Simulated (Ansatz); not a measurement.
**C₃H₅F₃O: up Jacob's ladder to CCSD(T)**

The task here is to estimate one member of a computed series from the others.

Program: Ansatz 0.2.0, Gaussian basis. Level of theory: functionals in def2-TZVPP, the program's frozen cores in correlated methods. These are calculated values, not measurements.

The runs, in order: PBE-D4, r2SCAN-D4, PBE0-D4, B3LYP-D4, ωB97X-V, ωB97M-V, B2PLYP; CCSD(T)/def2-TZVPP; MP2/def2-QZVPP; extrapolation to the limit.

### The relaxed structure

An earlier PBE0-D4 in a triple-zeta def2 set relaxation fixed the geometry.

SMILES `CC(F)OC(F)F`, 12 atoms, charge 0, spin multiplicity 1.

Atoms are counted from 1 here; the program's logs count them from 0.

Bond lengths: C1–C2 1.498 Å, C1–H8 1.090 Å, C1–H9 1.091 Å, C1–H10 1.090 Å, C2–F3 1.371 Å, C2–O4 1.406 Å, C2–H11 1.093 Å, O4–C5 1.355 Å, C5–F6 1.357 Å, C5–F7 1.348 Å, C5–H12 1.091 Å. Angles: C2–C1–H8 109.7°, C2–C1–H9 109.5°, C2–C1–H10 110.0°, H8–C1–H9 109.3°, H8–C1–H10 109.2°, H9–C1–H10 109.2°, C1–C2–F3 109.6°, C1–C2–O4 108.6°, C1–C2–H11 113.1°, F3–C2–O4 108.2°, F3–C2–H11 107.1°, O4–C2–H11 110.2°, C2–O4–C5 117.0°, O4–C5–F6 111.0°, O4–C5–F7 112.2°, O4–C5–H12 108.6°, F6–C5–F7 106.0°, F6–C5–H12 109.2° and more.

Geometry (Å):

```xyz
12
C3H5F3O
C    -1.1124    0.6816   -1.1796
C    -0.5498   -0.2465   -0.1464
F    -1.5575   -0.6907    0.6703
O     0.3720    0.4654    0.6412
C     1.4226   -0.2311    1.1380
F     2.2265   -0.6768    0.1404
F     1.0316   -1.3270    1.8178
H    -1.8884    0.1700   -1.7491
H    -1.5434    1.5552   -0.6887
H    -0.3231    1.0052   -1.8587
H    -0.0735   -1.1309   -0.5786
H     1.9955    0.4257    1.7936
```

Set-up of the first run:

The input, in.yaml:

```yaml
crystal:
  periodic: [false, false, false]
  atoms:
    - {symbol: C, position_ang: [-1.112427, 0.681562, -1.179619]}
    - {symbol: C, position_ang: [-0.549753, -0.246549, -0.146440]}
    - {symbol: F, position_ang: [-1.557536, -0.690713, 0.670304]}
    - {symbol: O, position_ang: [0.372006, 0.465381, 0.641199]}
    - {symbol: C, position_ang: [1.422573, -0.231078, 1.137955]}
    - {symbol: F, position_ang: [2.226504, -0.676837, 0.140402]}
    - {symbol: F, position_ang: [1.031599, -1.327031, 1.817766]}
    - {symbol: H, position_ang: [-1.888375, 0.170014, -1.749141]}
    - {symbol: H, position_ang: [-1.543441, 1.555214, -0.688736]}
    - {symbol: H, position_ang: [-0.323124, 1.005189, -1.858719]}
    - {symbol: H, position_ang: [-0.073549, -1.130882, -0.578562]}
    - {symbol: H, position_ang: [1.995543, 0.425719, 1.793599]}
basis:
  gaussian: {orbitals: def2-TZVPP}
hamiltonian: {xc: pbe, dispersion: d4}
output: {forces: true, orbitals: {seedname: orbitals}}
```

Launch:

```
$ ansatz run in.yaml --threads 2 --pin off --events-out ev --progress --plain --max-ram 22528MiB --backend cuda --devices 0, --max-vram 18GiB
```

Among the steps run: PBE-D4 (GGA); r2SCAN-D4 (meta-GGA); PBE0-D4 (hybrid); B3LYP-D4 (hybrid); ωB97X-V (range-separated); ωB97M-V (range-separated); B2PLYP (double hybrid); CCSD(T) in def2-TZVPP; MP2 in def2-QZVPP.

One of the session's tables, all rows but one given; the rest of the session is left out.

| method | atomisation energy (eV) |
| --- | --- |
| PBE-D4 | 51.524 |
| r2SCAN-D4 | 50.065 |
| PBE0-D4 | 50.041 |
| B3LYP-D4 | 49.591 |
| ωB97X-V | 49.969 |
| ωB97M-V | 49.995 |
| B2PLYP | 49.246 |
| HF/def2-TZVPP | 35.134 |
| MP2/def2-TZVPP | ? |
| CCSD/def2-TZVPP | 47.626 |
| CCSD(T)/def2-TZVPP | 48.506 |
| MP2/CBS | 51.273 |
| CCSD(T)/CBS | 49.787 |

Q: Estimate the row for MP2/def2-TZVPP from the others.

**Answer.** atomisation energy (eV): 49.992. In the column «atomisation energy (eV)» it lies between ωB97X-V (49.969) and ωB97M-V (49.995).
